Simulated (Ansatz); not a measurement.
# C2H10N2Si: the cost of one run

Method: RKS PBE0/def2-SVP, in Ansatz 0.2.0.

## 1. Starting point

Bond lengths: C1–N2 1.416 Å, N2–Si3 1.709 Å, Si3–C4 1.864 Å, C4–N5 1.539 Å, C1–H6 1.046 Å, C1–H7 1.121 Å, C1–H8 1.133 Å, N2–H9 1.054 Å, Si3–H10 1.469 Å, Si3–H11 1.512 Å, C4–H12 1.060 Å, C4–H13 1.052 Å, N5–H14 1.004 Å, N5–H15 1.036 Å. Angles (14 of 24 angles, heavy atoms first): C1–N2–Si3 122.5°, N2–Si3–C4 114.4°, Si3–C4–N5 109.1°, C1–N2–H9 106.0°, Si3–N2–H9 109.4°, N2–C1–H6 116.8°, N2–C1–H7 109.0°, N2–C1–H8 109.4°, N2–Si3–H10 106.6°, N2–Si3–H11 103.7°, C4–Si3–H10 116.4°, C4–Si3–H11 108.0°, Si3–C4–H12 110.3°, Si3–C4–H13 113.9°.

Coordinates:

```xyz
15

C    -1.1802   -0.1899    1.6670
N     0.1809    0.0604    1.3686
Si    0.9788   -0.6669    0.0434
C     0.8643    0.2976   -1.5479
N    -0.6161    0.5830   -1.8575
H    -1.4408   -1.1779    1.8894
H    -1.4903    0.4594    2.5270
H    -1.8272    0.1812    0.8139
H     0.7142   -0.1449    2.2539
H     0.5233   -2.0624   -0.0058
H     2.4292   -0.6942    0.4702
H     1.2298   -0.2829   -2.3566
H     1.2978    1.2547   -1.4984
H    -0.6924    1.1812   -2.6598
H    -0.9932    1.1508   -1.0779
```

## 2. Relaxing end A

Input file input.yaml:

```yaml
crystal:
  periodic: [false, false, false]
  atoms:
    - { symbol: C, position_ang: [-1.1802, -0.1899, 1.667] }
    - { symbol: "N", position_ang: [0.1809, 0.0604, 1.3686] }
    - { symbol: Si, position_ang: [0.9788, -0.6669, 0.0434] }
    - { symbol: C, position_ang: [0.8643, 0.2976, -1.5479] }
    - { symbol: "N", position_ang: [-0.6161, 0.583, -1.8575] }
    - { symbol: H, position_ang: [-1.4408, -1.1779, 1.8894] }
    - { symbol: H, position_ang: [-1.4903, 0.4594, 2.527] }
    - { symbol: H, position_ang: [-1.8272, 0.1812, 0.8139] }
    - { symbol: H, position_ang: [0.7142, -0.1449, 2.2539] }
    - { symbol: H, position_ang: [0.5233, -2.0624, -0.0058] }
    - { symbol: H, position_ang: [2.4292, -0.6942, 0.4702] }
    - { symbol: H, position_ang: [1.2298, -0.2829, -2.3566] }
    - { symbol: H, position_ang: [1.2978, 1.2547, -1.4984] }
    - { symbol: H, position_ang: [-0.6924, 1.1812, -2.6598] }
    - { symbol: H, position_ang: [-0.9932, 1.1508, -1.0779] }
basis:
  gaussian: { orbitals: def2-SVP }
hamiltonian:
  xc: pbe0
relax:
  f_tol: 0.015
  max_steps: 40
```

Command:

```bash
$ ansatz run input.yaml --threads 2 --pin off --max-ram 3072MiB --backend cpu --events-out ev --progress --plain --runs-dir out
```

Q: Estimate wall time and peak memory on 2 threads of Arm Neoverse V2, shared host.

About 38 s, with a peak of 0.3 GiB.
